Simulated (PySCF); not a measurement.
**A gas-phase reaction: ClHOZn + H2 → ClHZn + H2O**

Aim: the reaction energy of `[OH][Zn][Cl]` + `[H][H]` → `[Cl][ZnH]` + `O`.

Programs: PySCF 2.14.0. All values are calculated, for the isolated system unless a continuum is named. Atoms count from 0, parts from 1.

### 1 Starting point

Each species was relaxed by itself at PBE0-D3(BJ)/def2-SVPD.

### 2 Energies of the species: wB97M-D3(BJ)/def2-TZVPD

Job settings and geometry (Å):

```
{"job": {"kind": "react", "xc": "wB97M-D3(BJ)", "basis": "def2-TZVPD"}, "charge": 0, "multiplicity": 1}
-1 ClHOZn charge 0 multiplicity 1
O      1.221900    -0.442850     0.200250
Zn    -0.329170     0.327840    -0.191620
Cl    -2.089640     1.359730    -0.737610
H      1.196910    -1.244710     0.728980

-1 H2 charge 0 multiplicity 1
H      0.379550    -0.022730     0.007530
H     -0.379550     0.022730    -0.007530

+1 ClHZn charge 0 multiplicity 1
Cl     0.242120     0.328720    -1.936180
Zn    -0.021830    -0.002420     0.150350
H     -0.210350    -0.238560     1.638680

+1 H2O charge 0 multiplicity 1
O     -0.002290     0.389350     0.006020
H     -0.761720    -0.199160    -0.002940
H      0.764040    -0.190150    -0.003090
```

Level: wB97M-D3(BJ)/def2-TZVPD reaction energy of separated species, gas phase.

Run with:

```sh
> OMP_NUM_THREADS=1 python cluster_run.py task.json out
```

This one command runs all jobs of the session in turn.

What it wrote:

```text
species 1 (ClHOZn)
coarse grid: 21408 points
cycle   1  E = -2315.4667310832  dE = -1.769e-01  |g| = 1.107e+00  |ddm| = 1.722e+00
cycle   2  E = -2315.3045712680  dE =  1.622e-01  |g| = 1.786e+00  |ddm| = 1.598e+00
cycle   3  E = -2315.6368206890  dE = -3.322e-01  |g| = 8.194e-02  |ddm| = 8.508e-01
cycle   4  E = -2315.6382577302  dE = -1.437e-03  |g| = 3.586e-02  |ddm| = 1.054e-01
cycle   5  E = -2315.6384699240  dE = -2.122e-04  |g| = 1.322e-02  |ddm| = 2.869e-02
cycle   6  E = -2315.6385083462  dE = -3.842e-05  |g| = 7.002e-03  |ddm| = 1.371e-02
cycle   7  E = -2315.6385198170  dE = -1.147e-05  |g| = 1.073e-03  |ddm| = 8.220e-03
cycle   8  E = -2315.6385208803  dE = -1.063e-06  |g| = 4.546e-04  |ddm| = 3.459e-03
final grid: 41368 points
cycle   9  E = -2315.6384119178  dE = -1.228e-07  |g| = 3.920e-04  |ddm| = 1.133e-03
cycle  10  E = -2315.6384119149  dE =  2.956e-09  |g| = 6.185e-04  |ddm| = 3.824e-04
cycle  11  E = -2315.6384119413  dE = -2.641e-08  |g| = 4.495e-05  |ddm| = 1.754e-04
cycle  12  E = -2315.6384119425  dE = -1.238e-09  |g| = 3.890e-05  |ddm| = 8.560e-05
cycle  13  E = -2315.6384119430  dE = -4.679e-10  |g| = 1.253e-05  |ddm| = 6.572e-05
converged SCF energy = -2315.6384119430

species 2 (H2)
coarse grid: 4944 points
cycle   1  E = -1.1694179961  dE = -2.751e-01  |g| = 9.862e-03  |ddm| = 4.504e-01
cycle   2  E = -1.1694522340  dE = -3.424e-05  |g| = 1.161e-03  |ddm| = 9.676e-03
cycle   3  E = -1.1694529163  dE = -6.822e-07  |g| = 1.815e-04  |ddm| = 1.918e-03
final grid: 10744 points
cycle   4  E = -1.1694519094  dE = -2.397e-08  |g| = 4.107e-05  |ddm| = 3.863e-04
cycle   5  E = -1.1694519106  dE = -1.264e-09  |g| = 9.608e-06  |ddm| = 9.156e-05
cycle   6  E = -1.1694519107  dE = -7.495e-11  |g| = 3.020e-07  |ddm| = 2.866e-05
converged SCF energy = -1.1694519107

species 3 (ClHZn)
coarse grid: 16232 points
cycle   1  E = -2240.2516655989  dE = -3.154e-01  |g| = 8.192e-01  |ddm| = 1.212e+00
cycle   2  E = -2240.2069770629  dE =  4.469e-02  |g| = 1.336e+00  |ddm| = 9.269e-01
cycle   3  E = -2240.3321525196  dE = -1.252e-01  |g| = 7.709e-02  |ddm| = 3.972e-01
cycle   4  E = -2240.3337004935  dE = -1.548e-03  |g| = 2.505e-02  |ddm| = 9.497e-02
cycle   5  E = -2240.3338487588  dE = -1.483e-04  |g| = 5.134e-03  |ddm| = 2.530e-02
cycle   6  E = -2240.3338626931  dE = -1.393e-05  |g| = 8.055e-04  |ddm| = 1.064e-02
cycle   7  E = -2240.3338631385  dE = -4.454e-07  |g| = 3.755e-04  |ddm| = 2.082e-03
final grid: 30160 points
cycle   8  E = -2240.3337397322  dE = -3.729e-08  |g| = 2.362e-04  |ddm| = 4.265e-04
cycle   9  E = -2240.3337397312  dE =  9.891e-10  |g| = 3.665e-04  |ddm| = 1.742e-04
cycle  10  E = -2240.3337397395  dE = -8.287e-09  |g| = 2.679e-05  |ddm| = 9.152e-05
cycle  11  E = -2240.3337397398  dE = -2.842e-10  |g| = 1.467e-05  |ddm| = 2.930e-05
converged SCF energy = -2240.3337397398

species 4 (H2O)
coarse grid: 10128 points
cycle   1  E = -76.4117498975  dE = -7.453e-02  |g| = 5.872e-01  |ddm| = 8.994e-01
cycle   2  E = -76.4087430345  dE =  3.007e-03  |g| = 6.461e-01  |ddm| = 5.038e-01
cycle   3  E = -76.4759334983  dE = -6.719e-02  |g| = 2.731e-02  |ddm| = 2.374e-01
cycle   4  E = -76.4760587013  dE = -1.252e-04  |g| = 5.497e-03  |ddm| = 1.609e-02
cycle   5  E = -76.4760673781  dE = -8.677e-06  |g| = 8.214e-04  |ddm| = 5.831e-03
final grid: 21952 points
cycle   6  E = -76.4760630112  dE = -1.975e-07  |g| = 5.843e-04  |ddm| = 1.373e-03
cycle   7  E = -76.4760630180  dE = -6.841e-09  |g| = 6.466e-04  |ddm| = 6.469e-04
cycle   8  E = -76.4760630817  dE = -6.363e-08  |g| = 3.199e-05  |ddm| = 2.236e-04
cycle   9  E = -76.4760630825  dE = -8.227e-10  |g| = 4.134e-06  |ddm| = 1.105e-04
converged SCF energy = -76.4760630825

Reaction energy = -1.020 kcal/mol
```

It took 15 s on 1 thread of Intel Xeon Platinum 8259CL at 2.50GHz, shared host; peak memory 0.51 GiB.

Species by species (with the dispersion term, which the log's SCF energies lack):

```tsv
ν	species	energy (Eh)	HOMO (eV)
-1	[OH][Zn][Cl]	-2315.64083	-11.17
-1	[H][H]	-1.16967	-14.48
+1	[Cl][ZnH]	-2240.33531	-11.24
+1	O	-76.47682	-11.72
```

### 3 Reaction energy: PBE0-D3(BJ)/def2-TZVPD

Same as in step 2 but for these lines:

```diff
@@ -1,2 +1,2 @@
-{"job": {"kind": "react", "xc": "wB97M-D3(BJ)", "basis": "def2-TZVPD"}, "charge": 0, "multiplicity": 1}
+{"job": {"kind": "react", "xc": "PBE0", "basis": "def2-TZVPD", "disp": "d3bj"}, "charge": 0, "multiplicity": 1}
 -1 ClHOZn charge 0 multiplicity 1
```

Level: PBE0-D3(BJ)/def2-TZVPD reaction energy of separated species, gas phase.

What it wrote:

```text
species 1 (ClHOZn)
coarse grid: 21408 points
cycle   1  E = -2314.8468045185  dE = -9.387e-02  |g| = 1.259e+00  |ddm| = 1.800e+00
cycle   2  E = -2313.9065451431  dE =  9.403e-01  |g| = 2.812e+00  |ddm| = 2.751e+00
cycle   3  E = -2315.0475456308  dE = -1.141e+00  |g| = 2.949e-01  |ddm| = 2.092e+00
cycle   4  E = -2315.0579946739  dE = -1.045e-02  |g| = 2.058e-01  |ddm| = 3.016e-01
cycle   5  E = -2315.0635964114  dE = -5.602e-03  |g| = 2.959e-02  |ddm| = 8.854e-02
cycle   6  E = -2315.0637718318  dE = -1.754e-04  |g| = 1.084e-02  |ddm| = 3.100e-02
cycle   7  E = -2315.0637902891  dE = -1.846e-05  |g| = 1.895e-03  |ddm| = 8.049e-03
cycle   8  E = -2315.0637909550  dE = -6.658e-07  |g| = 4.046e-04  |ddm| = 1.666e-03
final grid: 41368 points
cycle   9  E = -2315.0637803261  dE = -6.397e-08  |g| = 4.596e-04  |ddm| = 1.044e-03
cycle  10  E = -2315.0637802968  dE =  2.929e-08  |g| = 6.481e-04  |ddm| = 9.246e-04
cycle  11  E = -2315.0637803784  dE = -8.159e-08  |g| = 1.697e-04  |ddm| = 5.041e-04
cycle  12  E = -2315.0637803808  dE = -2.377e-09  |g| = 1.272e-05  |ddm| = 5.355e-05
cycle  13  E = -2315.0637803808  dE = -2.183e-11  |g| = 4.573e-06  |ddm| = 1.209e-05
converged SCF energy = -2315.0637803808

species 2 (H2)
coarse grid: 1240 points
cycle   1  E = -1.1670648786  dE = -2.327e-01  |g| = 2.266e-02  |ddm| = 4.588e-01
cycle   2  E = -1.1672523260  dE = -1.874e-04  |g| = 3.233e-03  |ddm| = 1.896e-02
cycle   3  E = -1.1672567822  dE = -4.456e-06  |g| = 9.768e-05  |ddm| = 2.761e-03
final grid: 10744 points
cycle   4  E = -1.1681370160  dE = -1.916e-06  |g| = 2.727e-04  |ddm| = 1.557e-03
cycle   5  E = -1.1681370441  dE = -2.810e-08  |g| = 3.980e-05  |ddm| = 2.443e-04
cycle   6  E = -1.1681370447  dE = -6.279e-10  |g| = 1.241e-06  |ddm| = 3.088e-05
converged SCF energy = -1.1681370447

species 3 (ClHZn)
coarse grid: 16232 points
cycle   1  E = -2239.7587842006  dE = -2.947e-01  |g| = 9.472e-01  |ddm| = 1.342e+00
cycle   2  E = -2239.5637934084  dE =  1.950e-01  |g| = 1.861e+00  |ddm| = 1.361e+00
cycle   3  E = -2239.8515836147  dE = -2.878e-01  |g| = 8.729e-02  |ddm| = 7.787e-01
cycle   4  E = -2239.8527449367  dE = -1.161e-03  |g| = 2.319e-02  |ddm| = 1.056e-01
cycle   5  E = -2239.8528678951  dE = -1.230e-04  |g| = 4.825e-03  |ddm| = 2.234e-02
cycle   6  E = -2239.8528706782  dE = -2.783e-06  |g| = 6.913e-04  |ddm| = 3.773e-03
final grid: 30160 points
cycle   7  E = -2239.8528535190  dE = -3.198e-08  |g| = 7.482e-04  |ddm| = 1.196e-03
cycle   8  E = -2239.8528534828  dE =  3.622e-08  |g| = 9.930e-04  |ddm| = 1.169e-03
cycle   9  E = -2239.8528536432  dE = -1.604e-07  |g| = 1.391e-04  |ddm| = 5.789e-04
cycle  10  E = -2239.8528536456  dE = -2.378e-09  |g| = 3.683e-05  |ddm| = 7.778e-05
cycle  11  E = -2239.8528536458  dE = -1.523e-10  |g| = 2.254e-06  |ddm| = 2.418e-05
converged SCF energy = -2239.8528536458

species 4 (H2O)
coarse grid: 2328 points
cycle   1  E = -76.3044307410  dE = -5.296e-03  |g| = 6.571e-01  |ddm| = 9.011e-01
cycle   2  E = -76.1882119314  dE =  1.162e-01  |g| = 1.036e+00  |ddm| = 7.256e-01
cycle   3  E = -76.3820306020  dE = -1.938e-01  |g| = 3.132e-02  |ddm| = 4.396e-01
cycle   4  E = -76.3822129035  dE = -1.823e-04  |g| = 5.864e-03  |ddm| = 1.606e-02
cycle   5  E = -76.3822180424  dE = -5.139e-06  |g| = 7.850e-04  |ddm| = 2.507e-03
final grid: 21952 points
cycle   6  E = -76.3808944484  dE = -1.510e-05  |g| = 3.448e-03  |ddm| = 9.309e-03
cycle   7  E = -76.3808924832  dE =  1.965e-06  |g| = 4.752e-03  |ddm| = 3.320e-03
cycle   8  E = -76.3808961986  dE = -3.715e-06  |g| = 2.518e-04  |ddm| = 1.964e-03
cycle   9  E = -76.3808962092  dE = -1.061e-08  |g| = 2.398e-05  |ddm| = 1.101e-04
cycle  10  E = -76.3808962093  dE = -1.122e-10  |g| = 3.292e-06  |ddm| = 1.515e-05
converged SCF energy = -76.3808962093

Reaction energy = -0.912 kcal/mol
```

It took 8.5 s on 1 thread of Intel Xeon Platinum 8259CL at 2.50GHz, shared host; peak memory 0.51 GiB.

Reaction energy at this level: -0.91 kcal/mol.

### 4 Reaction energy: MP2/def2-TZVPD

Same as in step 3 but for these lines:

```diff
@@ -1,2 +1,2 @@
-{"job": {"kind": "react", "xc": "PBE0", "basis": "def2-TZVPD", "disp": "d3bj"}, "charge": 0, "multiplicity": 1}
+{"job": {"kind": "react", "xc": "MP2", "basis": "def2-TZVPD"}, "charge": 0, "multiplicity": 1}
 -1 ClHOZn charge 0 multiplicity 1
```

Level: MP2/def2-TZVPD reaction energy of separated species, gas phase.

What it wrote:

```text
species 1 (ClHOZn)
final grid: 41368 points
cycle   1  E = -2312.7841874622  dE = -2.957e-01  |g| = 6.809e-01  |ddm| = 1.690e+00
cycle   2  E = -2312.8262685180  dE = -4.208e-02  |g| = 6.289e-01  |ddm| = 7.174e-01
cycle   3  E = -2312.8717865281  dE = -4.552e-02  |g| = 6.905e-02  |ddm| = 2.650e-01
cycle   4  E = -2312.8725632463  dE = -7.767e-04  |g| = 3.307e-02  |ddm| = 6.347e-02
cycle   5  E = -2312.8727700231  dE = -2.068e-04  |g| = 8.956e-03  |ddm| = 3.330e-02
cycle   6  E = -2312.8727973960  dE = -2.737e-05  |g| = 2.706e-03  |ddm| = 1.178e-02
cycle   7  E = -2312.8728017514  dE = -4.355e-06  |g| = 8.231e-04  |ddm| = 5.186e-03
cycle   8  E = -2312.8728022914  dE = -5.400e-07  |g| = 2.298e-04  |ddm| = 1.783e-03
cycle   9  E = -2312.8728023281  dE = -3.670e-08  |g| = 5.940e-05  |ddm| = 4.100e-04
cycle  10  E = -2312.8728023312  dE = -3.137e-09  |g| = 1.948e-05  |ddm| = 1.372e-04
cycle  11  E = -2312.8728023315  dE = -2.792e-10  |g| = 7.143e-06  |ddm| = 4.500e-05
converged SCF energy = -2312.8728023315

species 2 (H2)
final grid: 10744 points
cycle   1  E = -1.1312978686  dE = -3.213e-01  |g| = 4.426e-02  |ddm| = 4.479e-01
cycle   2  E = -1.1322326531  dE = -9.348e-04  |g| = 7.183e-03  |ddm| = 3.751e-02
cycle   3  E = -1.1322673533  dE = -3.470e-05  |g| = 8.111e-04  |ddm| = 1.078e-02
cycle   4  E = -1.1322677683  dE = -4.150e-07  |g| = 2.771e-05  |ddm| = 1.627e-03
cycle   5  E = -1.1322677688  dE = -4.855e-10  |g| = 2.610e-06  |ddm| = 6.834e-05
converged SCF energy = -1.1322677688

species 3 (ClHZn)
final grid: 30160 points
cycle   1  E = -2237.8983992294  dE = -3.599e-01  |g| = 4.234e-01  |ddm| = 1.201e+00
cycle   2  E = -2237.9308024412  dE = -3.240e-02  |g| = 4.297e-01  |ddm| = 5.016e-01
cycle   3  E = -2237.9450705477  dE = -1.427e-02  |g| = 5.095e-02  |ddm| = 1.484e-01
cycle   4  E = -2237.9459568419  dE = -8.863e-04  |g| = 1.972e-02  |ddm| = 7.403e-02
cycle   5  E = -2237.9460878684  dE = -1.310e-04  |g| = 3.709e-03  |ddm| = 3.028e-02
cycle   6  E = -2237.9460933787  dE = -5.510e-06  |g| = 6.358e-04  |ddm| = 7.459e-03
cycle   7  E = -2237.9460935987  dE = -2.200e-07  |g| = 1.278e-04  |ddm| = 1.803e-03
cycle   8  E = -2237.9460936077  dE = -8.917e-09  |g| = 2.953e-05  |ddm| = 3.670e-04
cycle   9  E = -2237.9460936081  dE = -4.743e-10  |g| = 1.046e-05  |ddm| = 7.101e-05
converged SCF energy = -2237.9460936081

species 4 (H2O)
final grid: 21952 points
cycle   1  E = -76.0248948758  dE = -1.467e-01  |g| = 4.364e-01  |ddm| = 8.776e-01
cycle   2  E = -76.0503810078  dE = -2.549e-02  |g| = 2.594e-01  |ddm| = 2.972e-01
cycle   3  E = -76.0608899547  dE = -1.051e-02  |g| = 2.594e-02  |ddm| = 1.025e-01
cycle   4  E = -76.0610473125  dE = -1.574e-04  |g| = 5.694e-03  |ddm| = 1.523e-02
cycle   5  E = -76.0610616799  dE = -1.437e-05  |g| = 1.176e-03  |ddm| = 5.302e-03
cycle   6  E = -76.0610625696  dE = -8.897e-07  |g| = 2.235e-04  |ddm| = 1.658e-03
cycle   7  E = -76.0610626063  dE = -3.670e-08  |g| = 3.304e-05  |ddm| = 3.733e-04
cycle   8  E = -76.0610626069  dE = -6.655e-10  |g| = 4.158e-06  |ddm| = 3.886e-05
converged SCF energy = -76.0610626069

Reaction energy = 5.381 kcal/mol
```

Run time: 4 s. Hardware: 1 thread of Intel Xeon Platinum 8259CL at 2.50GHz, shared host; peak memory 0.54 GiB.

Reaction energy at this level: 5.38 kcal/mol.

### 5 Side by side

Energies in kcal/mol, with wall time:

```tsv
run	reaction	time
wB97M-D3(BJ)/def2-TZVPD	-1.02	15 s
PBE0-D3(BJ)/def2-TZVPD	-0.91	8.5 s
MP2/def2-TZVPD	5.38	4 s
```

### 6 What came out

| quantity | value |
| --- | --- |
| reaction energy (wB97M-D3(BJ)/def2-TZVPD) | -1.02 kcal/mol |
| ΔH, ΔG at 298 K (xTB thermal terms) | +1.5, +0.4 kcal/mol |
| range of the reaction energy over the runs of this table | -1.02 to 5.38 kcal/mol |

The reaction is endothermic by 1.5 kcal/mol in the gas phase; dispersion gives +0.20, and xTB itself gave -20.29 for the electronic energy (xTB energies and thermal terms come from the earlier relaxation of each species, not shown). No barrier was sought. xTB and this level differ widely in the electronic energy, so what comes from xTB (the thermal terms above all) is less safe here. The reaction energy runs from -1.02 (wB97M-D3(BJ)/def2-TZVPD) to 5.38 kcal/mol (MP2/def2-TZVPD).
